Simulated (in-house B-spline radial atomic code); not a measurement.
# C⁴⁺: RPA and G0W0 on different mean-field starts

Question: which mean-field start gives which removal energy for C⁴⁺, before and after G0W0?

The numbers are computed with an in-house B-spline radial atomic code, version 1 (RPA, second order, AC-SOSEX and G0W0 (contour deformation) on a scalar-relativistic mean field, all electrons; no spin-orbit coupling, Breit or QED terms, no two-electron picture change), except any that are marked as measured or tabulated.

### 1 The atom as given

- element: carbon (Z = 6)
- charge: +4
- electrons: 2
- configuration: 1s2
- next ion, run as well: 1s1
- Hamiltonian: scalar-relativistic (spin-free one-electron X2C), finite nucleus
- starts: Hartree-Fock, LDA (VWN5), PBE, PBE0, HSE06, B3LYP, BHandHLYP, CAM-B3LYP, LC-ωPBE, ωB97X, PBEsol, BLYP, exchange-only LDA

Outer shells as boxes (Hund's rule):

C4+
```
1s [↑↓]
```

### 2 Hartree-Fock start

Settings of the run:

```ini
Z = 6
electrons = 2.0
configuration = 1s2
hamiltonian = x2c
method = hf
lmax = 9
rms_radius = 2.4702
spin_polarised = False
box_radius = 11.96
intervals = 70
```

The run is started by

```
$ python run_gw.py task.json out
```

The settings of every run stand in task.json; they run in order.

After this run come: LDA (VWN5) start; PBE start; PBE0 start; HSE06 start; B3LYP start; BHandHLYP start; CAM-B3LYP start; LC-ωPBE start; ωB97X start; PBEsol start; BLYP start; Exchange-only LDA start.

**Question.** What will these runs give? Wanted: highest level, mean field; highest level, G0W0; RPA correlation energy; RPA+SOSEX.

As calculated:

```
                                          quantity                                                          value
   highest level, mean field (range over the runs)                                          -392.44 to -352.26 eV
         highest level, G0W0 (range over the runs)                                          -392.11 to -391.75 eV
                            RPA correlation energy                                   -0.09049 to -0.08350 hartree
                                         RPA+SOSEX                                     -0.0452 to -0.0417 hartree
tabulated theoretical ionisation energy (1s shell)  392.09 eV (NIST Atomic Spectra Database, ionization energies)
               G0W0 removal energy less that value                                           -0.340 to +0.0191 eV
```

The starts spread the highest level over 40.2 eV; after G0W0 0.36 eV remain, 0.89 % of that. On the semilocal starts the correction is downwards, 33 to 40 eV, since their self-interaction lifts occupied levels. RPA gives the most correlation on BLYP and the least on Hartree-Fock (7.7 % apart); over the runs it loosely follows the gap of the start, as smaller excitation energies give more correlation. Against the tabulated theoretical ionisation energy, 392.09 eV, G0W0 is nearest on Hartree-Fock (+0.019 eV) and farthest on BLYP (-0.34 eV). Breit and QED terms, left out, are small for this s level; most of the miss belongs to G0W0 and the Hamiltonian used. Read as a removal energy, the bare PBE level is off by -34.4 eV (-8.8 %) and the nearest bare level, Hartree-Fock's, by +0.353 eV. As differences of total energies the mean miss over the starts is 1.4 eV for mean field, 0.62 eV for RPA, 0.027 eV for RPA+SOSEX.
